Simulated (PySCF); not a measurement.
# CH3BeF: the cost of one run

Programs: PySCF 2.14.0. All values are calculated, for the isolated system unless a continuum is named. Atoms count from 0, parts from 1.

## (1) The system as given

Each species was relaxed by itself at PBE0-D3(BJ)/def2-SVPD.

## (2) Energies of the species: wB97M-D3(BJ)/def2-TZVPD

The job: settings as JSON, then the geometry in Å.

```
{"job": {"kind": "react", "xc": "wB97M-D3(BJ)", "basis": "def2-TZVPD"}, "charge": 0, "multiplicity": 1}
-1 CH3BeBr charge 0 multiplicity 1
C     -0.468380     0.117280    -0.471370
Be     0.688710    -0.174160     0.692830
Br     2.054020    -0.516090     2.066800
H     -0.839310    -0.812870    -0.934580
H     -1.350550     0.638270    -0.061840
H     -0.084810     0.746420    -1.292600

-1 FH charge 0 multiplicity 1
F      0.458810    -0.029170    -0.018030
H     -0.458810     0.029170     0.018030

+1 CH3BeF charge 0 multiplicity 1
C      0.391250     0.411390     0.117320
Be    -0.734300    -0.771960    -0.219930
F     -1.677060    -1.762070    -0.500520
H      0.553030     1.088320    -0.738390
H      1.376960    -0.011440     0.374140
H      0.088640     1.045350     0.967430

+1 BrH charge 0 multiplicity 1
Br     0.715040     0.009160     0.004140
H     -0.708610    -0.005890    -0.004490
```

Level: wB97M-D3(BJ)/def2-TZVPD reaction energy of separated species, gas phase.

On the command line:

```console
$ OMP_NUM_THREADS=1 python cluster_run.py task.json out
```

One launch serves the whole session: the jobs run in the order shown.

Q: Estimate the wall time and peak memory of this first job on 1 thread of Arm Neoverse V2, shared host.

About 11 s, with a peak of 0.54 GiB.
